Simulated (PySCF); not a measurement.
# MgAs+: from the state search to spectroscopic constants

The task here is to estimate one member of a computed series from the others.

The runs use PySCF 2.14.0; Mg aug-cc-pVDZ, As aug-cc-pVDZ-PP with ECP10, scalar-relativistic core potentials.

Set-up of the first run:

Settings of the job:

- atoms: Mg, As
- charge: 1
- basis: Mg aug-cc-pVDZ, As aug-cc-pVDZ-PP with ECP10
- Hamiltonian: scalar-relativistic core potentials
- basis functions: 59
- electrons treated: 34
- masses in u: 23.9850, 74.9216
- levels: PBE0, PBE, r²SCAN, B97-3, MN15, BLYP, CAM-B3LYP, HF, MP2, SCS-MP2
- grid: 80 radial by 434 angular points
- occupations: held fixed by the projection of orbital angular momentum
- dissociation limit: Mg+ + As, each in its ground configuration
- starting distance in angstrom: 2.630
- values of 2S to try: 0, 2, 4

The run is started by

```bash
$ OMP_NUM_THREADS=1 python dia.py task.json out
```

Among the steps run: The job; PBE0 along the bond; Other states along the same grid; PBE (GGA); r²SCAN (meta-GGA); B97-3 (global hybrid GGA); MN15; BLYP (GGA); CAM-B3LYP (range-separated hybrid); ROHF (mean field).

One table of the session follows, with a row left open; its other results are not shown here.

Energy (eV) from each level's lowest point:

```
R (Å)   ROHF  ROHF-MP2  ROHF-SCS-MP2    PBE   BLYP
2.207  0.571     0.573         0.599  0.571  0.599
2.309  0.250     0.248         0.268  0.259  0.280
2.412  0.075     0.072         0.086  0.085  0.099
2.489      ?         ?             ?      ?      ?
2.566  0.000     0.000         0.000  0.000  0.000
2.643  0.019     0.022         0.015  0.011  0.004
2.746  0.083     0.092         0.074  0.062  0.045
2.874  0.206     0.223         0.190  0.163  0.135
3.028  0.388     0.415         0.365  0.312  0.273
3.233  0.655     0.694         0.622  0.521  0.472
```

Estimate the missing values for R (Å) = 2.489.

Worked estimate for «ROHF». A straight line through the neighbours (2.412, 0.075) and (2.566, 0.000) gives 0.075 + (0.000 − 0.075) × (2.489 − 2.412) / (2.566 − 2.412) = 0.037; a parabola fitted to 4 rows on both sides gives 0.013.

As computed: ROHF: 0.015; ROHF-MP2: 0.013; ROHF-SCS-MP2: 0.020; PBE: 0.021; BLYP: 0.028. In «ROHF» the line misses by +0.022 and the parabola by -0.002.

State 3 has its PBE0 minimum 1.26 eV higher. State 4 has its PBE0 minimum 1.43 eV higher. The other levels ran on the lowest alone.
